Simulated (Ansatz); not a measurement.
# HfWC2 (R-3m): comparison of functionals at one structure from a Python script

How far apart do the functionals lie for HfWC2 (R-3m) at one structure? The task is a comparison of functionals at one structure, for HfWC2 (R-3m).

Computed with the Python package of Ansatz 0.2.0. The levels of theory stand in the script.

## (1) Starting point

It takes space group R-3m (No. 166, trigonal). Conventional cell: a = 3.176 Å, b = 3.176 Å, c = 15.639 Å, α = 90.00°, β = 90.00°, γ = 120.00°. Around Hf (site symmetry -3m) lie 6 C at 2.29 Å. W (site symmetry -3m) has 6 C at 2.21 Å as nearest neighbours. Around C (site symmetry 3m) lie 3 W at 2.21 Å and 3 Hf at 2.29 Å.

Input file POSCAR:

```text
HfWC2
1.0
   1.58807903    0.91687785    5.21307178
  -1.58807903    0.91687785    5.21307178
   0.00000000   -1.83375571    5.21307178
Hf W C
1 1 2
Direct
   0.00000000    0.00000000    0.00000000
   0.50000000    0.50000000    0.50000000
   0.24575200    0.24575200    0.24575200
   0.75424800    0.75424800    0.75424800
```

## (2) Script

run_xc.py reads:

```python
'''Functional comparison for HfWC2 (totals differ with the potentials too).'''

import ansatz as az
from ase.io import read
import pandas as pd

atoms = read('POSCAR', format='vasp')
system = az.Crystal.from_ase(atoms)

calculation = system.calculation()
calculation = calculation.kpoints(length=22)
calculation = calculation.occupations('Fermi-Dirac', width=50 * az.meV).scf(tolerance=1e-09)
calculation = calculation.stress()

rows = []
for value in ['r2scan', 'lda', 'blyp']:
    r = calculation.functional(value).run(threads=1).report
    rows.append((value, r['free_energy_ev'] / len(r['lattice']['sites']), r['n_iterations'], sum(r['stress_gpa'][i][i] for i in range(3)) / 3, r['n_kpoints']))

table = pd.DataFrame(rows, columns=['functional', 'F/atom (eV)', 'iterations', 'P (GPa)', 'k-points'])
print(table.round(5).to_string(index=False))
```

## (3) What the engine is handed

The package turns the script's settings into the engine's input (first run):

```yaml
crystal:
  lattice:
    - [1.58807903, 0.91687785, 5.21307178]
    - [-1.58807903, 0.91687785, 5.21307178]
    - [0.0, -1.83375571, 5.21307178]
  atoms:
    - { symbol: Hf, position: [0.0, 0.0, 0.0] }
    - { symbol: W, position: [0.5, 0.5, 0.5] }
    - { symbol: C, position: [0.24575200000000003, 0.245752, 0.245752] }
    - { symbol: C, position: [0.754248, 0.754248, 0.754248] }
kpoints:
  mp_grid:
    grid: [8, 8, 8]
hamiltonian:
  xc: r2scan
scf:
  convergence:
    dr2_threshold: 1.0e-09
  occupations:
    method: fermi_dirac
    width: 0.05
output:
  stress: true
```

## (4) Launch

The run is started by

```
$ python run_xc.py
```

Log:

```text
DeckWarning: basis.ecutwfc = 500 eV, auto-derived from the records' recommended cutoffs: set by Hf (their level for a meta-GGA)
DeckWarning: output.stress: scf.convergence.dr2_threshold = 1e-9 eV is looser than the 4e-10 eV advised for a printed stress (1e-10 eV for each atom of the cell: 4). What an SCF threshold leaves in a stress goes as its square root, and in the free energy as the threshold itself, and one threshold admits the most on a small cell: of the crystals measured, under no hybrid functional and no lock of the moments, on runs that ended without the residual-converged pass, on stresses that held no estimate of that error, the worst erred by over 100 MPa in a component at 1e-7 eV an atom and by under 5 at 1e-10. Set scf.convergence.dr2_threshold to 4e-10 eV or tighter. The threshold is an SCF's pass [...]
DeckWarning: basis.ecutwfc = 420 eV, auto-derived from the records' recommended cutoffs: set by Hf (normal level)
functional  F/atom (eV)  iterations   P (GPa)  k-points
    r2scan  -6658.92692          10  -3.48683        65
       lda  -6523.67602           9 -14.22638        65
      blyp  -6664.73829          10   9.38447        65
```

(Warnings from the package without file and line, shortened.)

It took 26 s on 1 thread of Arm Neoverse V1, shared host; peak memory 0.66 GiB.

## (5) Inputs of later runs

The engine's inputs for the other runs:

Run 2, against run 1:

```diff
@@ -15 +15 @@
-  xc: r2scan
+  xc: lda
```

Run 3, against run 1:

```diff
@@ -15 +15 @@
-  xc: r2scan
+  xc: blyp
```

## (6) What each run gave

From the records of these 3 runs:

| run | functional | energy (eV/atom) | pressure (GPa) | SCF cycles | CPU time (s) |
| --- | --- | --- | --- | --- | --- |
| 1 | r2scan | -6658.9269 | -3.49 | 10 | 13 |
| 2 | lda | -6523.6760 | -14.23 | 9 | 5 |
| 3 | blyp | -6664.7383 | 9.38 | 10 | 5.6 |

Energies are free energies F = E - TS of the smeared occupations. Totals under unlike functionals or potentials can't be compared directly.

## (7) Results

| quantity | value |
| --- | --- |
| runs compared | 3 |
| pressure at this cell | -14.2 (lda) to 9.4 GPa (blyp) |

In words: From lowest to highest: LDA (-14.2 GPa), r2SCAN (-3.5 GPa) and BLYP (9.4 GPa). At a fixed cell a lower pressure usually means a smaller equilibrium volume, so LDA prefers the smallest cell and BLYP the largest. Caveats:
- No spin polarisation was allowed.
- For a metal this k-point mesh is coarse: on a finer one energies can move by several to tens of meV an atom and pressures by half a GPa or more, differences at one mesh by less.
- Pressure is positive in compression.
- Spin-orbit coupling, which matters for elements this heavy, is left out.
- The structure comes from a database of computed cells and needn't be a stable or known phase.
- Total energies of different functionals can't be compared; pressures, moments and gaps at this one structure can.
